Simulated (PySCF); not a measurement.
# [Bi(BH4)2]+: other functionals and bases at one geometry

The task here is to estimate one member of a computed series from the others.

Computed with PySCF 2.14.0. Level: several levels, as the steps say, no spin–orbit coupling.

2 further runs of the same task are left out: 2 for a known fault of the program.

**Starting geometry**

11 atoms, charge 1, spin multiplicity 1.

Bond lengths: Bi1–B2 2.414 Å, Bi1–H4 2.111 Å, Bi1–H6 2.126 Å, Bi1–B7 2.414 Å, Bi1–H9 2.111 Å, Bi1–H11 2.126 Å, B2–H3 1.219 Å, B2–H4 1.310 Å, B2–H5 1.216 Å, B2–H6 1.306 Å, B7–H8 1.219 Å, B7–H9 1.310 Å, B7–H10 1.216 Å, B7–H11 1.306 Å. Angles: B2–Bi1–H4 32.8°, B2–Bi1–H6 32.7°, B2–Bi1–B7 115.4°, B2–Bi1–H9 99.1°, B2–Bi1–H11 101.6°, H4–Bi1–H6 60.2°, H4–Bi1–B7 99.1°, H4–Bi1–H9 100.5°, H4–Bi1–H11 74.3°, H6–Bi1–B7 101.6°, H6–Bi1–H9 74.3°, H6–Bi1–H11 106.2°, B7–Bi1–H9 32.8°, B7–Bi1–H11 32.7°, H9–Bi1–H11 60.2°, Bi1–B2–H3 139.8°, Bi1–B2–H4 60.8°, Bi1–B2–H5 95.9° and more.

Geometry (Å):

| atom | x (Å) | y (Å) | z (Å) |
| --- | --- | --- | --- |
| Bi1 | 0.0000 | 0.0000 | -0.4781 |
| B2 | 2.0398 | -0.0703 | 0.8116 |
| H3 | 2.4059 | -0.0729 | 1.9741 |
| H4 | 1.2103 | -1.0820 | 0.8718 |
| H5 | 2.7886 | -0.1491 | -0.1437 |
| H6 | 1.3472 | 1.0371 | 0.7980 |
| B7 | -2.0398 | 0.0703 | 0.8116 |
| H8 | -2.4059 | 0.0729 | 1.9741 |
| H9 | -1.2103 | 1.0820 | 0.8718 |
| H10 | -2.7886 | 0.1491 | -0.1437 |
| H11 | -1.3472 | -1.0371 | 0.7980 |

Formal oxidation states: Bi +3. An earlier session relaxed this geometry at PBE, Bi def2-SVP with ECP60, B def2-SVP, H def2-SVP (singlet, point group C1).

At PBE on the finer grid: E = -268.657317 Eh, HOMO -12.90 eV, LUMO -9.60 eV, Mulliken charge on Bi1 +0.84 e, largest force component 0.010 eV/Å. 

Levels to run: BP86; r2SCAN; M06-L; BLYP; PBE, TZVP; PBE, x2c-SVP. Hardware: 2 threads of Arm Neoverse V2, shared host.

Set-up of the first run:

Contents of run.py (the lines that set the calculation):

```python
mol = gto.M(atom='''
Bi     0.00000     0.00000    -0.47812
B      2.03978    -0.07033     0.81159
H      2.40588    -0.07289     1.97412
H      1.21031    -1.08199     0.87177
H      2.78861    -0.14911    -0.14369
H      1.34721     1.03709     0.79802
B     -2.03978     0.07033     0.81159
H     -2.40588     0.07289     1.97413
H     -1.21031     1.08199     0.87177
H     -2.78861     0.14911    -0.14369
H     -1.34721    -1.03709     0.79802''',
    basis={'Bi': 'def2-SVP', 'B': 'def2-SVP', 'H': 'def2-SVP'},
    ecp={'Bi': 'def2-SVP'},
    charge=1, spin=0)
mf = dft.RKS(mol, xc='B88,P86')
mf.grids.atom_grid = (75, 302)
mf = mf.density_fit()  # fitting sets: Bi def2-universal-JKFIT, B def2-universal-JKFIT, H def2-universal-JKFIT
mf.conv_tol = 1e-08; mf.max_cycle = 55
mf.kernel(dm0)  # dm0: the density of the relaxed state
```

On the command line:

```console
> OMP_NUM_THREADS=2 python run.py
```

Steps of the session up to this table: BP86; r2SCAN; M06-L; BLYP; PBE, TZVP; PBE, x2c-SVP.

One of the session's tables, all rows but one given; the rest of the session is left out.

```
             level  HOMO (eV)  gap (eV)  charge on Bi1 (e)  dipole (D)  largest force component (eV/Å)
PBE (relaxed here)     -12.90      3.30               0.84        0.09                            0.01
              BP86     -13.01      3.29               0.84        0.11                            0.11
            r2SCAN     -13.22      3.69               0.90        0.03                            0.39
             M06-L          ?         ?                  ?           ?                               ?
              BLYP     -12.77      3.26               0.86        0.00                            0.35
         PBE, TZVP     -12.91      3.33               0.90        0.07                            0.30
      PBE, x2c-SVP     -12.92      3.29               0.81        0.14                            0.92
```

Q: Estimate the row for M06-L from the others.

As computed: HOMO (eV): -12.99; gap (eV): 3.66; charge on Bi1 (e): 1.01; dipole (D): 0.40; largest force component (eV/Å): 0.36. In the column «HOMO (eV)» it lies between BP86 (-13.01) and PBE, x2c-SVP (-12.92).

The dipole of a charged species depends on the origin, so these sizes hold for this origin alone.

In one basis the gap runs from 3.26 eV (BLYP) to 3.69 eV (r2SCAN). The largest leftover force, 0.92 eV/Å with PBE, x2c-SVP, stands at a geometry relaxed at another level. Total energies of different levels can't be compared.
